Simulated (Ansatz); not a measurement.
# AlClH7NSi2: how energies converge with the basis set

One table from this session's results is given with a row withheld; the runs are named, their logs left out.

Method: one geometry, several basis sets; program: Ansatz 0.2.0, Gaussian basis.

The runs, in order: PBE0-D4/def2-SVP; ωB97M-V/def2-SVP; PBE0-D4/def2-QZVPP; ωB97M-V/def2-QZVPP; CCSD(T)/cc-pV(D+d)Z; CCSD(T)/cc-pV(T+d)Z; MP2/cc-pV(Q+d)Z; the functionals' def2-TZVPP values are taken from earlier runs.

### Structure used throughout

An earlier PBE0-D4 in a triple-zeta def2 set relaxation fixed the geometry.

SMILES `[SiH3][N]([SiH3])[AlH][Cl]`, 12 atoms, charge 0, spin multiplicity 1.

Atoms are counted from 1 here; the program's logs count them from 0.

Bond lengths: Si1–N2 1.744 Å, Si1–H6 1.489 Å, Si1–H7 1.485 Å, Si1–H8 1.485 Å, N2–Si3 1.737 Å, N2–Al4 1.780 Å, Si3–H9 1.487 Å, Si3–H10 1.488 Å, Si3–H11 1.487 Å, Al4–Cl5 2.095 Å, Al4–H12 1.567 Å. Angles: N2–Si1–H6 107.5°, N2–Si1–H7 111.4°, N2–Si1–H8 111.4°, H6–Si1–H7 108.8°, H6–Si1–H8 108.8°, H7–Si1–H8 108.8°, Si1–N2–Si3 117.4°, Si1–N2–Al4 121.7°, Si3–N2–Al4 121.0°, N2–Si3–H9 111.3°, N2–Si3–H10 108.1°, N2–Si3–H11 111.3°, H9–Si3–H10 109.0°, H9–Si3–H11 108.1°, H10–Si3–H11 109.0°, N2–Al4–Cl5 115.7°, N2–Al4–H12 123.5°, Cl5–Al4–H12 120.8°.

Set-up of the first run:

Input file in.yaml:

```yaml
crystal:
  periodic: [false, false, false]
  atoms:
    - {symbol: Si, position_ang: [-0.860455, 0.631154, 1.237271]}
    - {symbol: N, position_ang: [-0.030857, -0.057588, -0.133849]}
    - {symbol: Si, position_ang: [1.693235, -0.236326, -0.016681]}
    - {symbol: Al, position_ang: [-0.906214, -0.560230, -1.600158]}
    - {symbol: Cl, position_ang: [-2.980634, -0.270427, -1.565282]}
    - {symbol: H, position_ang: [0.163700, 0.930531, 2.276050]}
    - {symbol: H, position_ang: [-1.556354, 1.891799, 0.873430]}
    - {symbol: H, position_ang: [-1.853676, -0.317124, 1.803025]}
    - {symbol: H, position_ang: [2.360554, 1.077402, 0.185611]}
    - {symbol: H, position_ang: [2.182780, -0.837642, -1.286396]}
    - {symbol: H, position_ang: [2.069019, -1.124036, 1.115930]}
    - {symbol: H, position_ang: [-0.204401, -1.182813, -2.854850]}
basis:
  gaussian: {orbitals: def2-SVP}
hamiltonian: {xc: pbe0, dispersion: d4}
output: {orbitals: {seedname: orbitals}}
```

Command:

```
> ansatz run in.yaml --threads 2 --pin off --events-out ev --progress --plain --max-ram 32768MiB --backend cpu
```

Steps of the session up to this table: PBE0-D4 in def2-SVP; ωB97M-V in def2-SVP; PBE0-D4 in def2-QZVPP; ωB97M-V in def2-QZVPP.

One of the session's tables, all rows but one given; the rest of the session is left out.

```
functional       basis  HOMO (eV)
   PBE0-D4    def2-SVP          ?
   PBE0-D4  def2-TZVPP      -8.01
   PBE0-D4  def2-QZVPP      -8.02
   ωB97M-V    def2-SVP     -10.12
   ωB97M-V  def2-TZVPP     -10.25
   ωB97M-V  def2-QZVPP     -10.27
```

**Question.** Estimate the row for PBE0-D4, def2-SVP.

The run gave: HOMO (eV): -7.92. In the column «HOMO (eV)» it is the highest.
